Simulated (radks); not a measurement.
# Nuclear size and the levels of Re

One table from this session's results is given with a row withheld; the runs are named, their logs left out.

Method: Dirac Kohn-Sham, LDA (Slater exchange, Perdew-Wang correlation), spin-unpolarised, spherical densities, finite nucleus; open shells fill j = l - 1/2 first. Code: radks (a radial shooting solver on a logarithmic mesh, Libxc functionals) version 1.

**The system**

* element: rhenium (Z = 75)
* charge: 0
* electrons: 75
* configuration: [Xe] 4f14 5d5 6s2
* nuclear rms radius: 5.3698 fm

Set-up of the first run:

Input:

```text
Z 75
configuration [Xe] 4f14 5d5 6s2 6p0 7s0
relativity Dirac
functional lda,pw
spin unpolarised
j_filling energy
nucleus finite rms 5.3698 fm
c 137.035999084
```

Among the steps run: rms radius 5.3698 fm.

One of the session's tables, all rows but one given; the rest of the session is left out.

It belongs to the step «rms radius 5.3698 fm». Radial moments (bohr):

```
level     <r>  outermost maximum (interpolated)  90 % within  nodes
4f5/2  0.5763                             0.414        0.948      0
4f7/2  0.5851                             0.419        0.963      0
6s1/2   3.071                              2.56         4.58      5
5d3/2       ?                                 ?            ?      ?
5d5/2   1.987                              1.45         3.20      2
6p1/2   4.257                              3.35         6.57      4
6p3/2   4.807                              3.77         7.44      4
7s1/2   17.77                              9.71         32.3      6
```

**Question.** Estimate the row for 5d3/2.

**Answer.** <r>: 1.894; outermost maximum (interpolated): 1.40; 90 % within: 3.03; nodes: 2. In the column «<r>» it lies between 4f7/2 (0.5851) and 5d5/2 (1.987).
